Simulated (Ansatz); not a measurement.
# Ca2MgC6N6: the cost of one run

Program: Ansatz 0.2.0. Level of theory: DFT PBE, scalar-relativistic, plane waves, PAW. These are calculated values, not measurements.

### 1 The structure to begin with

It takes space group F-43m (No. 216, cubic). The conventional cell has a = 10.702 Å, b = 10.702 Å, c = 10.702 Å, α = 90.00°, β = 90.00°, γ = 90.00°. Ca (site symmetry -43m) is surrounded by 6 C at 2.11 Å. Ca (site symmetry -43m) is surrounded by 12 C at 3.83 Å and 12 N at 3.83 Å. Mg (site symmetry -43m) has 6 N at 2.07 Å in its first shell of neighbours. C (site symmetry 2mm) has 1 N at 1.17 Å in its first shell of neighbours. Around N (site symmetry 2mm) lie 1 C at 1.17 Å.

Coordinates:

```
CELL_PARAMETERS angstrom
0.00000 5.35100 5.35100
5.35100 0.00000 5.35100
5.35100 5.35100 0.00000
ATOMIC_POSITIONS crystal
Ca 0.00000 0.00000 0.00000
Ca 0.75000 0.75000 0.75000
Mg 0.50000 0.50000 0.50000
C 0.80321 0.19679 0.19679
C 0.19679 0.19679 0.80321
C 0.80321 0.19679 0.80321
C 0.19679 0.80321 0.80321
C 0.80321 0.80321 0.19679
C 0.19679 0.80321 0.19679
N 0.69389 0.30611 0.30611
N 0.30611 0.30611 0.69389
N 0.69389 0.30611 0.69389
N 0.30611 0.69389 0.69389
N 0.69389 0.69389 0.30611
N 0.30611 0.69389 0.30611
```

The cell is invented: cyanide-bridged rock-salt net of two metals, 1 guest cations a cell (F-43m, No. 216). Lengths come from tabulated atomic sizes and are only a guess.

### 2 The guess as it stands, on a coarse mesh

input.yaml

```yaml
crystal:
  lattice:
    - [0.0, 5.351, 5.351]
    - [5.351, 0.0, 5.351]
    - [5.351, 5.351, 0.0]
  atoms:
    - { symbol: Ca, position: [0.0, 0.0, 0.0] }
    - { symbol: Ca, position: [0.75, 0.75, 0.75] }
    - { symbol: Mg, position: [0.5, 0.5, 0.5] }
    - { symbol: C, position: [0.80321435, 0.19678565, 0.19678565] }
    - { symbol: C, position: [0.19678565, 0.19678565, 0.80321435] }
    - { symbol: C, position: [0.80321435, 0.19678565, 0.80321435] }
    - { symbol: C, position: [0.19678565, 0.80321435, 0.80321435] }
    - { symbol: C, position: [0.80321435, 0.80321435, 0.19678565] }
    - { symbol: C, position: [0.19678565, 0.80321435, 0.19678565] }
    - { symbol: "N", position: [0.69388899, 0.30611101, 0.30611101] }
    - { symbol: "N", position: [0.30611101, 0.30611101, 0.69388899] }
    - { symbol: "N", position: [0.69388899, 0.30611101, 0.69388899] }
    - { symbol: "N", position: [0.30611101, 0.69388899, 0.69388899] }
    - { symbol: "N", position: [0.69388899, 0.69388899, 0.30611101] }
    - { symbol: "N", position: [0.30611101, 0.69388899, 0.30611101] }
basis:
  ecutwfc: 420
kpoints:
  mp_grid: { grid: [4, 4, 4] }
hamiltonian:
  xc: pbe
scf:
  occupations: { method: gaussian, width: 0.1 }
  lower_state_search: "off"
output:
  forces: true
  stress: true
  eigenvalues: true
```

On the command line:

```sh
ansatz run input.yaml --threads 1 --pin off --max-ram 2560MiB --backend cpu --events-out ev --progress --plain --runs-dir out
```

Q: Estimate wall time and peak memory on 1 thread of AMD EPYC 9R45 (Zen 5), shared host.

About 3.4 s, with a peak of 0.54 GiB.
